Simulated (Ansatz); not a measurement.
# CH₃FOSb radical: one species, many methods

One table from this session's results is given with a row withheld; the runs are named, their logs left out.

The runs use Ansatz 0.2.0, Gaussian basis; functionals in def2-TZVPP, the program's frozen cores in correlated methods.

The runs, in order: LDA (SPW92), PBE-D4, revPBE-D4, BLYP-D4, r2SCAN-D4, B97M-V, PBE0-D4, B3LYP-D4, r2SCANh-D4, r2SCAN0-D4, HSE06-D4, BHLYP-D4, CAM-B3LYP-D4, LC-ωPBE, ωB97X-V, ωB97M-V, B2PLYP, PBE-QIDH; CCSD(T)/def2-SVP; CCSD(T)/def2-TZVPP; MP2/def2-QZVPP; extrapolation to the limit; RPA on PBE.

### The relaxed structure

The geometry comes from an earlier relaxation with PBE0-D4 in a triple-zeta def2 set; it is a stationary point, not always the lowest conformer. Sb takes the def2 core potential; no spin-orbit term is included.

SMILES `C[O][Sb][F]`, 7 atoms, charge 0, spin multiplicity 2.

Atoms are counted from 1 here; the program's logs count them from 0.

Bond lengths: C1–O2 1.414 Å, C1–H5 1.096 Å, C1–H6 1.094 Å, C1–H7 1.092 Å, O2–Sb3 1.938 Å, Sb3–F4 1.923 Å. Angles: O2–C1–H5 111.5°, O2–C1–H6 111.8°, O2–C1–H7 107.6°, H5–C1–H6 108.7°, H5–C1–H7 108.5°, H6–C1–H7 108.7°, C1–O2–Sb3 122.6°, O2–Sb3–F4 96.2°.

Set-up of the first run:

in.yaml reads:

```yaml
crystal:
  periodic: [false, false, false]
  atoms:
    - {symbol: C, position_ang: [-0.476261, 0.370881, 0.587380]}
    - {symbol: O, position_ang: [0.849689, 0.568830, 0.137445]}
    - {symbol: Sb, position_ang: [1.495824, -0.129163, -1.551427]}
    - {symbol: F, position_ang: [0.676267, -1.861102, -1.386482]}
    - {symbol: H, position_ang: [-1.196750, 0.914358, -0.035111]}
    - {symbol: H, position_ang: [-0.748332, -0.688423, 0.595207]}
    - {symbol: H, position_ang: [-0.539237, 0.756620, 1.607289]}
basis:
  gaussian: {orbitals: def2-TZVPP}
magnetization: {spin_polarized: true, initial_magnetization: 1}
hamiltonian: {xc: lda}
output: {orbitals: {seedname: orbitals}}
```

Steps of the session up to this table: LDA; PBE-D4 (GGA); revPBE-D4 (GGA); BLYP-D4 (GGA); r2SCAN-D4 (meta-GGA); B97M-V (meta-GGA); PBE0-D4 (hybrid); B3LYP-D4 (hybrid); r2SCANh-D4 (hybrid); r2SCAN0-D4 (hybrid); HSE06-D4 (hybrid); BHLYP-D4 (hybrid); CAM-B3LYP-D4 (range-separated); LC-ωPBE-D4 (range-separated; the results give it without D4); ωB97X-V (range-separated); ωB97M-V (range-separated); B2PLYP (double hybrid); PBE-QIDH (double hybrid).

One of the session's tables, all rows but one given; the rest of the session is left out.

It belongs to the step «Frontier levels by functional». 

```
  functional  HOMO (eV)  LUMO (eV)  gap (eV)
 LDA (SPW92)      -4.66      -3.84      0.82
      PBE-D4      -4.59      -3.43      1.16
   revPBE-D4      -4.56      -3.30      1.26
     BLYP-D4      -4.39      -3.46      0.93
   r2SCAN-D4      -4.96      -3.13      1.83
      B97M-V      -4.85      -3.47      1.37
     PBE0-D4      -5.79      -2.65      3.15
    B3LYP-D4      -5.50      -3.02      2.48
  r2SCANh-D4      -5.40      -2.84      2.56
  r2SCAN0-D4      -6.06      -2.41      3.65
    HSE06-D4      -5.40      -3.01      2.39
    BHLYP-D4      -6.77      -1.96      4.81
CAM-B3LYP-D4      -7.00      -1.79      5.22
     LC-ωPBE      -8.38      -0.43      7.95
     ωB97X-V          ?          ?         ?
     ωB97M-V      -7.78      -0.94      6.84
```

Q: Estimate the row for ωB97X-V from the others.

**Answer.** HOMO (eV): -7.91; LUMO (eV): -0.84; gap (eV): 7.07. In the column «HOMO (eV)» it lies between LC-ωPBE (-8.38) and ωB97M-V (-7.78).
